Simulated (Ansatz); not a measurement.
# C3H12NPSi: the cost of one run

All numbers below are computed with Ansatz 0.2.0 (RKS r2SCAN-D4/STO-3G).

## (1) Starting point

Bond lengths (14 of 17 bonds, heavy atoms first): C1–C2 1.569 Å, C2–C3 1.521 Å, C2–Si4 1.821 Å, Si4–N5 1.706 Å, Si4–P6 2.263 Å, C1–H7 1.124 Å, C1–H8 1.038 Å, C1–H9 1.080 Å, C2–H10 1.106 Å, C3–H11 1.066 Å, C3–H12 1.081 Å, C3–H13 1.085 Å, Si4–H14 1.502 Å, N5–H15 1.011 Å. Angles (14 of 30 angles, heavy atoms first): C1–C2–C3 107.5°, C1–C2–Si4 116.1°, C3–C2–Si4 111.2°, C2–Si4–N5 115.3°, C2–Si4–P6 111.5°, N5–Si4–P6 101.4°, C1–C2–H10 106.8°, C3–C2–H10 107.8°, Si4–C2–H10 107.2°, C2–C1–H7 107.3°, C2–C1–H8 111.0°, C2–C1–H9 112.1°, C2–C3–H11 112.7°, C2–C3–H12 113.2°.

The coordinates stand in the first input below.

## (2) Relaxing end A

Contents of input.yaml:

```yaml
crystal:
  periodic: [false, false, false]
  atoms:
    - { symbol: C, position_ang: [0.8112, -0.6787, 1.6213] }
    - { symbol: C, position_ang: [0.6836, 0.0173, 0.2207] }
    - { symbol: C, position_ang: [1.8034, -0.5183, -0.6587] }
    - { symbol: Si, position_ang: [-0.9329, -0.1362, -0.6046] }
    - { symbol: "N", position_ang: [-1.0386, 0.5926, -2.1437] }
    - { symbol: P, position_ang: [-2.5488, 0.9716, 0.5276] }
    - { symbol: H, position_ang: [0.0489, -0.2074, 2.3] }
    - { symbol: H, position_ang: [0.6271, -1.6976, 1.5488] }
    - { symbol: H, position_ang: [1.7536, -0.4586, 2.101] }
    - { symbol: H, position_ang: [0.867, 1.0963, 0.381] }
    - { symbol: H, position_ang: [1.8658, -0.0161, -1.5964] }
    - { symbol: H, position_ang: [1.7505, -1.5875, -0.8115] }
    - { symbol: H, position_ang: [2.7529, -0.3296, -0.1693] }
    - { symbol: H, position_ang: [-1.4314, -1.5447, -0.7628] }
    - { symbol: H, position_ang: [-0.9778, 1.5934, -2.011] }
    - { symbol: H, position_ang: [-1.9418, 0.465, -2.536] }
    - { symbol: H, position_ang: [-1.7567, 2.117, 0.855] }
    - { symbol: H, position_ang: [-2.3734, 0.3328, 1.7906] }
basis:
  gaussian: { orbitals: STO-3G }
hamiltonian:
  xc: r2scan
  dispersion: d4
relax:
  f_tol: 0.015
  max_steps: 40
```

On the command line:

```bash
> ansatz run input.yaml --threads 1 --pin off --max-ram 2048MiB --backend cpu --events-out ev --progress --plain --runs-dir out
```

**Question.** How long does this run take on 1 thread of Intel Xeon at 2.50GHz (Skylake/Cascade Lake), shared host, and how much memory does it need?

About 3.6 min, with a peak of 0.2 GiB.
